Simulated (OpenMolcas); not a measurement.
# Ga: CASSCF terms and fine-structure levels

Which level of Ga lies lowest, and where do the others fall? The reference wave functions come first, then spin-orbit coupling.

Program: OpenMolcas 26.06. Level of theory: state-averaged CASSCF, spin-orbit coupling by RASSI with atomic mean-field integrals. These are calculated values, not measurements, unless marked.

## Step 1: The system

```
Species                           : Ga (gallium, Z = 31, 31 electrons)
Basis                             : ANO-RCC-MB [4s3p1d], 18 functions
Scalar Hamiltonian                : DKH2, point nucleus
Inactive shells                   : 1s 2s 2p 3s 3p 3d
Active space                      : 3 electrons in 4 orbitals (4s 4p)
Some configurations of this space : 4p³, 4s 4p², 4s² 4p
Orbitals                          : optimised for each spin and parity, averaged over the low roots
```

Outer shells as boxes (Hund's rule):

4p3
```
4p [↑ ][↑ ][↑ ]
```

4s 4p2
```
4s [↑ ]
4p [↑ ][↑ ][  ]
```

4s2 4p
```
4s [↑↓]
4p [↑ ][  ][  ]
```

The work runs as a chain of OpenMolcas steps in one folder; each step below is one input file. Labels, J, g values, rates, χT and fits are worked out afterwards by a script from the matrices that RASSI stores.

## Step 2: Basis and integrals

a.inp reads:

```
&GATEWAY
Coord
1

Ga 0.0 0.0 0.0
Basis=ANO-RCC-MB
Group=XYZ
NoMove
AngMom=0.0 0.0 0.0
AMFI
&SEWARD
```

## Step 3: CASSCF: quartets of odd parity, 1 root

a.inp reads:

```
&RASSCF
FileOrb=start.orb
Symmetry=2
Spin=4
nActEl=3 0 0
Inactive=8 6
Ras2=1 3
CIRoot=1 1 1
SDav=1
CIMx=300
Iter=120 100
PrWF=0.3
OrbListing=Nothing
MaxOrb=0
Atom
>>> COPY $Project.JobIph JOB001
```

start.orb holds the contracted functions of the basis, ordered by shell, or the orbitals of the step before.

## Step 4: CASSCF: doublets of odd parity, 3 roots

a.inp reads:

```
&RASSCF
FileOrb=start.orb
Symmetry=2
Spin=2
nActEl=3 0 0
Inactive=8 6
Ras2=1 3
CIRoot=3 3 1
SDav=11
CIMx=300
Iter=120 100
PrWF=0.3
OrbListing=Nothing
MaxOrb=0
Atom
>>> COPY $Project.JobIph JOB002
```

## Step 5: Reference wave functions, quartets of even parity, 3 roots

a.inp reads:

```
&RASSCF
FileOrb=start.orb
Symmetry=1
Spin=4
nActEl=3 0 0
Inactive=8 6
Ras2=1 3
CIRoot=3 3 1
SDav=3
CIMx=300
Iter=120 100
PrWF=0.3
OrbListing=Nothing
MaxOrb=0
Atom
>>> COPY $Project.JobIph JOB003
```

## Step 6: CASSCF: doublets of even parity, 5 roots

a.inp reads:

```
&RASSCF
FileOrb=start.orb
Symmetry=1
Spin=2
nActEl=3 0 0
Inactive=8 6
Ras2=1 3
CIRoot=5 5 1
SDav=9
CIMx=300
Iter=120 100
PrWF=0.3
OrbListing=Nothing
MaxOrb=0
Atom
>>> COPY $Project.JobIph JOB004
```

## Step 7: RASSI: spin-orbit coupling between the states

a.inp reads:

```
&RASSI
NrOfJobIphs=2 3 3
1 2 3
1 2 3
IphNames
JOB002
JOB003
EJob
SpinOrbit
DIPRint=1.0
SOCoupling=1000.0
Subsets=2
MEES
Property=10
'ANGMOM' 1 'ANGMOM' 2 'ANGMOM' 3 'MLTPL  1' 1 'MLTPL  1' 2 'MLTPL  1' 3
'AMFI' 1 'AMFI' 2 'AMFI' 3 'MLTPL  2' 6
SOProperty=3
'ANGMOM' 1 'ANGMOM' 2 'ANGMOM' 3
```

(Steps that only read results are left out.)

**Question.** What will these runs give? Wanted: lowest level; first excited level; lowest level of another term; spin-orbit lowering of the lowest level; strongest of the lines computed, by gA, at CASSCF energies.

As calculated:

```
                                                  quantity                                                        value
                                                    method                                                       CASSCF
                                              lowest level                4s² 4p ²P°_1/2, 100 % of that term, g = 0.666
                               ground level listed by NIST                                                       2P°1/2
                                       first excited level                                   4s² 4p ²P°_3/2 at 901 cm⁻¹
                              lowest level of another term                                  4s 4p² ⁴P_1/2 at 29727 cm⁻¹
                   spin-orbit lowering of the lowest level                                                     601 cm⁻¹
strongest of the lines computed, by gA, at CASSCF energies  4s² 4p ²P°_3/2 → 4s² 4p ²P°_1/2, 11090 nm, A = 6.61e-03 s⁻¹
```

In words: The multiplet ²P° is regular. Only the configurations of the active space and the roots asked for are present. Not all states of the active space went into the spin-orbit step. No d shell is active. Only valence configurations of the active space appear, up to the ionisation limit; * or ° marks odd parity.
